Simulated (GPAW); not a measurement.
# Cs in GPAW: band structure with vdW-DF

Aim: the band structure of Cs with vdW-DF.

Program: GPAW 26.7.0. These are calculated values, not measurements. Logs are shortened: lines on timing, memory, paths and dates and some standing lists are left out, and cuts for length are marked. The log counts tension as positive stress, the text compression.

## (1) The cell of the first run

The cell holds a slab with vacuum, 3 atoms: a = 5.235 Å, b = 5.235 Å, c = 23.549 Å, α = 90.00°, β = 90.00°, γ = 109.47°.

## (2) Band structure, vdW-DF (the (1 1 0) slab of Cs, cut from the database cell, not relaxed)

Input file run.py:

```python
from ase.dft.bandgap import bandgap
from ase.io import read, write
from gpaw import GPAW

atoms = read('POSCAR')
atoms.pbc = (True, True, False)

calc = GPAW(mode='lcao',
            h=0.16,
            basis='dzp',
            xc={'name': 'vdW-DF', 'backend': 'libvdwxc'},
            kpts={'size': (6, 6, 1), 'gamma': True},
            occupations={'name': 'fermi-dirac', 'width': 0.05},
            convergence={'density': 1e-05, 'energy': 1e-05},
            maxiter=150,
            poissonsolver={'dipolelayer': 'xy'},
            txt='gpaw.txt')
atoms.calc = calc
energy = atoms.get_potential_energy()
forces = atoms.get_forces()
calc.write('gs.gpw')
write('result.traj', atoms)
print(f'Energy: {energy:.6f} eV')
print('Forces (eV/A):')
print(forces.round(4))
print('Fermi level:', round(calc.get_fermi_level(), 4), 'eV')
print(f'Gap: {bandgap(calc)[0]:.4f} eV, direct: {bandgap(calc, direct=True)[0]:.4f} eV')

path = atoms.cell.bandpath(pbc=(1, 1, 0), npoints=80, eps=1e-4)
bs_calc = calc.fixed_density(kpts=path, symmetry='off', txt='bands.txt')
bs = bs_calc.band_structure()
bs.write('bs.json')
print(f'Gap on the path: {bandgap(bs_calc)[0]:.4f} eV')
```

Input file POSCAR:

```
Cs
1.0
    5.2351235659      0.0000000000      0.0000000000
   -1.7450411886      4.9357218317      0.0000000000
    0.0000000000      0.0000000000     23.5489209845
Cs
3
Direct
    0.5000000000      0.5000000000      0.3184859300
    0.0000000000      0.0000000000      0.5000000000
    0.5000000000      0.5000000000      0.6815140700
```

Potentials or basis: GPAW PAW data sets (gpaw-data 1.2.1), lcao:dzp.

Run with:

```sh
$ OMP_NUM_THREADS=1 python run.py
```

gpaw.txt:

```text
__  _  _
 | _ |_)|_||  |
 |__||  | ||/\| - 26.7.0

Input parameters:
  mode=LCAO(),
  basis={'default': 'dzp'},
  convergence={'density': 1e-05, 'energy': 1e-05},
  h=0.16,
  kpts=MonkhorstPack(size=(6, 6, 1), gamma=True),
  maxiter=150,
  occupations=Occupations(name='fermi-dirac', width=0.05),
  poissonsolver=PoissonSolver(dipolelayer='xy'),
  xc=XC(name='vdW-DF', backend='libvdwxc')

             Cs

       Cs

             Cs

Atoms  # Å, Bohr magnetons
|   | symbol |        x |        y |         z |    initial magnetic moments |
|---|--------|----------|----------|-----------|-----------------------------|
| 0 |     Cs | 1.745041 | 2.467861 |  7.500000 | ( 0.0000,  0.0000,  0.0000) |
| 1 |     Cs | 0.000000 | 0.000000 | 11.774460 | ( 0.0000,  0.0000,  0.0000) |
| 2 |     Cs | 1.745041 | 2.467861 | 16.048921 | ( 0.0000,  0.0000,  0.0000) |

Unit cell  # Å
| periodic |         x |        y |         z |   lengths |     angles |
|----------|-----------|----------|-----------|-----------|------------|
|      yes |  5.235124 | 0.000000 |  0.000000 |  5.235124 |  90.000000 |
|      yes | -1.745041 | 4.935722 |  0.000000 |  5.235124 |  90.000000 |
|       no |  0.000000 | 0.000000 | 23.548921 | 23.548921 | 109.471221 |

Number of symmetries: 8
Symmetry operations  # r_c * U_cc + t_c -> r_c
|   | kind |            matrix            |
|---|------|------------------------------|
| 0 |  E   |  1, 0, 0,  0, 1, 0,  0, 0, 1 |
| 1 |  σ   |  1, 0, 0,  0, 1, 0,  0, 0,-1 |
| 2 |  σ   |  0, 1, 0,  1, 0, 0,  0, 0, 1 |
| 3 |  C2  |  0, 1, 0,  1, 0, 0,  0, 0,-1 |
| 4 |  σ   |  0,-1, 0, -1, 0, 0,  0, 0, 1 |
| 5 |  C2  |  0,-1, 0, -1, 0, 0,  0, 0,-1 |
| 6 |  C2  | -1, 0, 0,  0,-1, 0,  0, 0, 1 |
| 7 |  i   | -1, 0, 0,  0,-1, 0,  0, 0,-1 |

BZ-sampling:
  Number of BZ points: 36
  Number of IBZ points: 13

  Monkhorst-Pack size: [6, 6, 1]
  Monkhorst-Pack shift: [0.08333333333333333, 0.08333333333333333, 0.0]

K-points  # in reciprocal-cell coordinates
|     |                                coordinates |     weight |
|-----|--------------------------------------------|------------|
|   0 | (  0.00000000,   0.00000000,   0.00000000) | 0.02777778 |
|   1 | (  0.16666667,  -0.16666667,   0.00000000) | 0.05555556 |
|   2 | (  0.16666667,   0.00000000,   0.00000000) | 0.11111111 |
|   3 | (  0.16666667,   0.16666667,   0.00000000) | 0.05555556 |
|   4 | (  0.33333333,  -0.33333333,   0.00000000) | 0.05555556 |
|   5 | (  0.33333333,  -0.16666667,   0.00000000) | 0.11111111 |
|   6 | (  0.33333333,   0.00000000,   0.00000000) | 0.11111111 |
|   7 | (  0.33333333,   0.16666667,   0.00000000) | 0.11111111 |
|   8 | (  0.33333333,   0.33333333,   0.00000000) | 0.05555556 |
|   9 | (  0.50000000,   0.00000000,   0.00000000) | 0.05555556 |
| ... |                                            |            |
|  12 | (  0.50000000,   0.50000000,   0.00000000) | 0.02777778 |

basis functions: 87
Spin-components: 1 (collinear spins)
Bands:           15
Projectors:      15
Spin-degeneracy: 2
Datatype:        <class 'complex'>

Parallelization:
  kpt:    1
  domain: 1
  band:   1

Density:
  Valence electrons: 27.0
  Components: 1
  Grid points: [ 32  32 148]
  Charge: 0.0  # |e|

Potential:
  Grid points: [ 32  32 148]

species:
  Cs:
    name:    Caesium
    Z:       55.0
    valence: 9
    core:    46
    charge:  0.0  # [|e|]
    compensation charges:
      type: gauss
      rc: 0.33  # [Å]
      lmax: 2
    cutoffs:
      filter: 2.06  # [Å]
      core: 2.51  # [Å]
    projectors
    | kind |    occ | energy [eV] | rcut [Å] |
    |------|--------|-------------|----------|
    |   5s |  2.000 |     -26.706 |    1.164 |
    |   6s |  1.000 |      -2.027 |    1.164 |
    |   5p |  6.000 |     -13.536 |    1.058 |
    |    p |        |      13.676 |    1.058 |
    |    d |        |       0.000 |    1.058 |

    LCAO basis set for Cs:
      Name: dzp
      File: <dir>
      Number of radial functions: 11
      Number of spherical harmonics: 29
        l=0, rc=5.2188 Bohr: 5s-sz confined orbital
        l=0, rc=14.1406 Bohr: 6s-sz confined orbital
        l=1, rc=6.3281 Bohr: 5p-sz confined orbital
        l=1, rc=16.0000 Bohr: 6p-sz confined orbital
        l=2, rc=16.0000 Bohr: 5d-sz confined orbital
        l=0, rc=2.8750 Bohr: 5s-dz split-valence wave
        l=0, rc=8.8906 Bohr: 6s-dz split-valence wave
        l=1, rc=3.6406 Bohr: 5p-dz split-valence wave
        l=1, rc=10.6875 Bohr: 6p-dz split-valence wave
        l=2, rc=9.8281 Bohr: 5d-dz split-valence wave
        l=1, rc=14.1406 Bohr: p-type Gaussian polarization
      Number of RI-basis functions 0

Reference energy: -635421.208620  # eV

eigensolver:
  <gpaw.new.lcao.eigensolver.LCAOEigensolver object>
density mixing:
  MSR1-Mixer
  Pratt-step length: 0.05
  Maximum mixing coefficient: 0.75
  Old densities: 10
  SVD Regularization: 0.005
  Good broyden scale: 1.0
  Trust region scale: 1.0
  Backstep threshold: 4.0
  History deletion threshold: 6.0
  Fourier metric: weight=20.0, sigma=0.015

occupation numbers:
  Fermi-Dirac:
    width: 0.0500  # eV

FastPoissonSolver using
    Stencil: 8*3+1=25 point O(h^6) finite-difference Laplacian
    FFT axes: [np.int64(0), np.int64(1)]
    FST axes: [np.int64(2)]

Dipole correction along z-axis
xc functional:
  name: vdW-DF with libvdwxc
  Mode: serial
  Semilocal: GGA_X_PBE_R+LDA_C_PW with 2 nearest neighbor stencil
  Local blocksize: 64 x 64 x 296
  PAW datasets: revPBE
interpolation: tri-quintic # 5. degree polynomial

             Cs

       Cs

             Cs

Atoms  # Å, Bohr magnetons
|   | symbol |        x |        y |         z |    initial magnetic moments |
|---|--------|----------|----------|-----------|-----------------------------|
| 0 |     Cs | 1.745041 | 2.467861 |  7.500000 | ( 0.0000,  0.0000,  0.0000) |
| 1 |     Cs | 0.000000 | 0.000000 | 11.774460 | ( 0.0000,  0.0000,  0.0000) |
| 2 |     Cs | 1.745041 | 2.467861 | 16.048921 | ( 0.0000,  0.0000,  0.0000) |

Unit cell  # Å
| periodic |         x |        y |         z |   lengths |     angles |
|----------|-----------|----------|-----------|-----------|------------|
|      yes |  5.235124 | 0.000000 |  0.000000 |  5.235124 |  90.000000 |
|      yes | -1.745041 | 4.935722 |  0.000000 |  5.235124 |  90.000000 |
|       no |  0.000000 | 0.000000 | 23.548921 | 23.548921 | 109.471221 |

Number of symmetries: 8
Symmetry operations  # r_c * U_cc + t_c -> r_c
|   | kind |            matrix            |
|---|------|------------------------------|
| 0 |  E   |  1, 0, 0,  0, 1, 0,  0, 0, 1 |
| 1 |  σ   |  1, 0, 0,  0, 1, 0,  0, 0,-1 |
| 2 |  σ   |  0, 1, 0,  1, 0, 0,  0, 0, 1 |
| 3 |  C2  |  0, 1, 0,  1, 0, 0,  0, 0,-1 |
| 4 |  σ   |  0,-1, 0, -1, 0, 0,  0, 0, 1 |
| 5 |  C2  |  0,-1, 0, -1, 0, 0,  0, 0,-1 |
| 6 |  C2  | -1, 0, 0,  0,-1, 0,  0, 0, 1 |
| 7 |  i   | -1, 0, 0,  0,-1, 0,  0, 0,-1 |

BZ-sampling:
  Number of BZ points: 36
  Number of IBZ points: 13

  Monkhorst-Pack size: [6, 6, 1]
  Monkhorst-Pack shift: [0.08333333333333333, 0.08333333333333333, 0.0]

K-points  # in reciprocal-cell coordinates
|     |                                coordinates |     weight |
|-----|--------------------------------------------|------------|
|   0 | (  0.00000000,   0.00000000,   0.00000000) | 0.02777778 |
|   1 | (  0.16666667,  -0.16666667,   0.00000000) | 0.05555556 |
|   2 | (  0.16666667,   0.00000000,   0.00000000) | 0.11111111 |
|   3 | (  0.16666667,   0.16666667,   0.00000000) | 0.05555556 |
|   4 | (  0.33333333,  -0.33333333,   0.00000000) | 0.05555556 |
|   5 | (  0.33333333,  -0.16666667,   0.00000000) | 0.11111111 |
|   6 | (  0.33333333,   0.00000000,   0.00000000) | 0.11111111 |
|   7 | (  0.33333333,   0.16666667,   0.00000000) | 0.11111111 |
|   8 | (  0.33333333,   0.33333333,   0.00000000) | 0.05555556 |
|   9 | (  0.50000000,   0.00000000,   0.00000000) | 0.05555556 |
| ... |                                            |            |
|  12 | (  0.50000000,   0.50000000,   0.00000000) | 0.02777778 |

basis functions: 87
Spin-components: 1 (collinear spins)
Bands:           15
Projectors:      15
Spin-degeneracy: 2
Datatype:        <class 'complex'>

Parallelization:
  kpt:    1
  domain: 1
  band:   1

Density:
  Valence electrons: 27.0
  Components: 1
  Grid points: [ 32  32 148]
  Charge: 0.0  # |e|

Potential:
  Grid points: [ 32  32 148]

species:
  Cs:
    name:    Caesium
    Z:       55.0
    valence: 9
    core:    46
    charge:  0.0  # [|e|]
    compensation charges:
      type: gauss
      rc: 0.33  # [Å]
      lmax: 2
    cutoffs:
      filter: 2.06  # [Å]
      core: 2.51  # [Å]
    projectors
    | kind |    occ | energy [eV] | rcut [Å] |
    |------|--------|-------------|----------|
    |   5s |  2.000 |     -26.706 |    1.164 |
    |   6s |  1.000 |      -2.027 |    1.164 |
    |   5p |  6.000 |     -13.536 |    1.058 |
    |    p |        |      13.676 |    1.058 |
    |    d |        |       0.000 |    1.058 |

    LCAO basis set for Cs:
      Name: dzp
      File: <dir>
      Number of radial functions: 11
      Number of spherical harmonics: 29
        l=0, rc=5.2188 Bohr: 5s-sz confined orbital
        l=0, rc=14.1406 Bohr: 6s-sz confined orbital
        l=1, rc=6.3281 Bohr: 5p-sz confined orbital
        l=1, rc=16.0000 Bohr: 6p-sz confined orbital
        l=2, rc=16.0000 Bohr: 5d-sz confined orbital
        l=0, rc=2.8750 Bohr: 5s-dz split-valence wave
        l=0, rc=8.8906 Bohr: 6s-dz split-valence wave
        l=1, rc=3.6406 Bohr: 5p-dz split-valence wave
        l=1, rc=10.6875 Bohr: 6p-dz split-valence wave
        l=2, rc=9.8281 Bohr: 5d-dz split-valence wave
        l=1, rc=14.1406 Bohr: p-type Gaussian polarization
      Number of RI-basis functions 0

Reference energy: -635421.208620  # eV

eigensolver:
  <gpaw.new.lcao.eigensolver.LCAOEigensolver object>
density mixing:
  MSR1-Mixer
  Pratt-step length: 0.05
  Maximum mixing coefficient: 0.75
  Old densities: 10
  SVD Regularization: 0.005
  Good broyden scale: 1.0
  Trust region scale: 1.0
  Backstep threshold: 4.0
  History deletion threshold: 6.0
  Fourier metric: weight=20.0, sigma=0.015

occupation numbers:
  Fermi-Dirac:
    width: 0.0500  # eV

FastPoissonSolver using
    Stencil: 8*3+1=25 point O(h^6) finite-difference Laplacian
    FFT axes: [np.int64(0), np.int64(1)]
    FST axes: [np.int64(2)]

Dipole correction along z-axis
xc functional:
  name: vdW-DF with libvdwxc
  Mode: serial
  Semilocal: GGA_X_PBE_R+LDA_C_PW with 2 nearest neighbor stencil
  Local blocksize: 64 x 64 x 296
  PAW datasets: revPBE
interpolation: tri-quintic # 5. degree polynomial

convergence criteria:
- Maximum integral of absolute [dens]ity change: 1e-05 electrons / valence electron
- Maximum [total energy] change in last 3 cyles: 1e-05 eV / valence electron
- Maximum integral of absolute [eigenst]ate change: 4e-08 eV^2 / valence electron
maximum number of iterations: 150

SCF iterations
|iter     | |      energy | eigst |  dens |
|---------|-|-------------|-------|-------|
|iter:   1| | -185.425208 |      c|       |
|iter:   2| | -185.358222 |      c| -1.27 |
|iter:   3| | -185.262405 |      c| -1.32 |
|iter:   4| | -185.077469 |      c| -1.40 |
|iter:   5| | -185.067677 |      c| -1.94 |
|iter:   6| | -185.067599 |      c| -2.44 |
|iter:   7| | -185.067275 |      c| -2.68 |
|iter:   8| | -185.067293 |      c| -3.48 |
|iter:   9| | -185.067303c|      c| -3.97 |
|iter:  10| | -185.067305c|      c| -4.62 |
|iter:  11| | -185.067305c|      c| -5.06c|

Converged in 11 steps
Energy contributions relative to reference atoms: (reference = -635421.208620)

Energy contributions:
  Kinetic:           3.588422
  Coulomb:          -3.094821
  Zero:              0.110403
  External:          0.000000
  Xc:             -185.654230
  Entropy:          -0.034158
  Spinorbit:         0.000000
  ----------------------------
  Free energy:    -185.084384
  Extrapolated:   -185.067305

dipole moment: (-19.670249, -27.817933, -0.000000)  # |e|*Ang

Fermi level: -2.134
Eigenvalues  # (at kpt = [0.000, 0.000, 0.000])
| band index |      eig [eV] | occ [0-2] |
|------------|---------------|-----------|
|          0 |       -26.187 |     2.000 |
|        ... |               |           |
|          7 |       -13.004 |     2.000 |
|          8 |       -13.004 |     2.000 |
|          9 |       -12.883 |     2.000 |
|         10 |       -12.849 |     2.000 |
|         11 |       -12.819 |     2.000 |
|         12 |        -3.704 |     2.000 |
|         13 |        -3.238 |     2.000 |
|         14 |        -2.572 |     2.000 |

No gap
No difference between direct/indirect transitions
vacuum-level: 0.000  # V
Workfunctions: 2.134, 2.134 eV (top, bottom)

Forces  # eV/Ang
|        x |        y |        z |
|----------|----------|----------|
| -0.00000 |  0.00000 | -0.03127 |  # Cs   0
|  0.00000 | -0.00000 |  0.00000 |  # Cs   1
| -0.00000 | -0.00000 |  0.03127 |  # Cs   2

# Writing to gs.gpw (mode='')
```

Wall time 22 min (1 thread of Intel Xeon Platinum 8488C (Sapphire Rapids), shared host); peak memory 1.3 GiB.

Results:

```yaml
Free_energy: -185.0844 eV
Largest_force: 0.031 eV/Å
Band_gap_along_the_path: none (metal or under the smearing width)
```

Forces in eV/Å, atoms in the order of the input:
```
Cs   0.000  0.000 -0.031
Cs   0.000  0.000  0.000
Cs   0.000  0.000  0.031
```

Levels at the corners of the path, in eV from the Fermi level:
```
point  band 9  band 10  band 11  band 12  band 13  band 14
    Γ  -10.87   -10.75   -10.71   -10.69    -1.57    -1.10
 Kpt0  -10.94   -10.80   -10.77   -10.74     0.50     0.57
 Kpt1  -10.94   -10.80   -10.77   -10.74     0.50     0.57
 Kpt2  -10.94   -10.82   -10.77   -10.73     0.14     0.52
    Γ  -10.87   -10.75   -10.71   -10.69    -1.57    -1.10
```

Caveat: the real-space grid adds noise to forces; the PAW data sets were made with another functional, which shifts forces and pressure a little; spin-orbit coupling is left out, which moves the levels of the heavy elements; the basis of atomic orbitals isn't converged, which shifts pressures, moduli and gaps.
